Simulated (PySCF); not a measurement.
**MoHCl: structure of the quintet**

Aim: relax MoHCl as a quintet from a bent start, check by its vibrations whether the end is a minimum, and collect its spectrum and constants.

Method: PBE0, basis Mo def2-TZVP with ECP28, H def2-TZVP, Cl def2-TZVP, scalar-relativistic core potentials, no spin–orbit coupling, density fitting; program: PySCF 2.14.0.

**1. The system as given**

3 atoms, charge 0, spin multiplicity 5.

Bond lengths: Mo1–H2 1.700 Å, Mo1–Cl3 2.370 Å. Angles: H2–Mo1–Cl3 110.0°.

Z-matrix (Å, degrees; charge 0 multiplicity 5):
```
Mo
H  1 1.7000
Cl 1 2.3700 2 110.00
```

**2. Finding the electronic state**

One driver script runs all steps and calls PySCF; scf.py shows how it sets up the SCF of each step. The optimiser is the driver's own. After this first run the driver tries any further starts and a stability analysis.

scf.py reads:

```python
from pyscf import gto, scf, dft
mol = gto.M(atom='''
Mo     0.000000     0.000000     0.000000
H     -1.392600     0.000000     0.975100
Cl     1.941400     0.000000     1.359400''',
    basis={'Mo': 'def2-TZVP', 'H': 'def2-TZVP', 'Cl': 'def2-TZVP'},
    ecp={'Mo': 'def2-TZVP'},
    charge=0, spin=4)
mf = dft.UKS(mol, xc='PBE0')
mf.grids.atom_grid = (50, 194)
aux = {'Mo': 'def2-universal-JKFIT', 'H': 'def2-universal-JKFIT', 'Cl': 'def2-universal-JKFIT'}
mf = mf.density_fit(auxbasis=aux)
mf.conv_tol = 1e-08
mf.diis_space = 10
mf.max_cycle = 60
mf.init_guess = 'minao'
mf.verbose = 4
mf.kernel()
```

Command:

```bash
> OMP_NUM_THREADS=2 python axn.py task.json out
```

After this run come: Relaxing the quintet from the bent start; Hessian and properties.

Before running it: what results should come out? Wanted: minimum; geometry; wavenumbers; dipole moment; highest occupied, lowest empty level; polar-tensor charge of Mo1; zero-point energy; atomisation energy; ⟨S²⟩.

The runs gave:

```
                                          quantity                                        value
                                           minimum                                  quintet, Cs
                                          geometry  Mo–Cl 2.261 Å, Mo–H 1.703 Å; Cl–Mo–H 113.4°
                                wavenumbers (cm⁻¹)                389 (a'), 421 (a'), 1862 (a')
                                     dipole moment                                       3.62 D
highest occupied, lowest empty level (either spin)                              -6.51, -2.77 eV
                        polar-tensor charge of Mo1                                      +0.95 e
                                 zero-point energy                                  16.0 kJ/mol
                               entropy at 298.15 K                              284.2 J/(mol K)
         atomisation energy (no zero-point energy)                                   605 kJ/mol
                                              ⟨S²⟩                                        6.031
```

In words: The molecule stays Cs, as typed, and the end point is a minimum. The strongest infrared band lies at 1862 cm⁻¹ (a', stretch). Most of the spin sits on Mo1 (Mulliken spin 4.16, against 4 for the whole molecule). Only this shape and spin were tried, so other structures or states may lie lower. Open d and f shells are described by one determinant, and the ground state may have another occupation or spin.
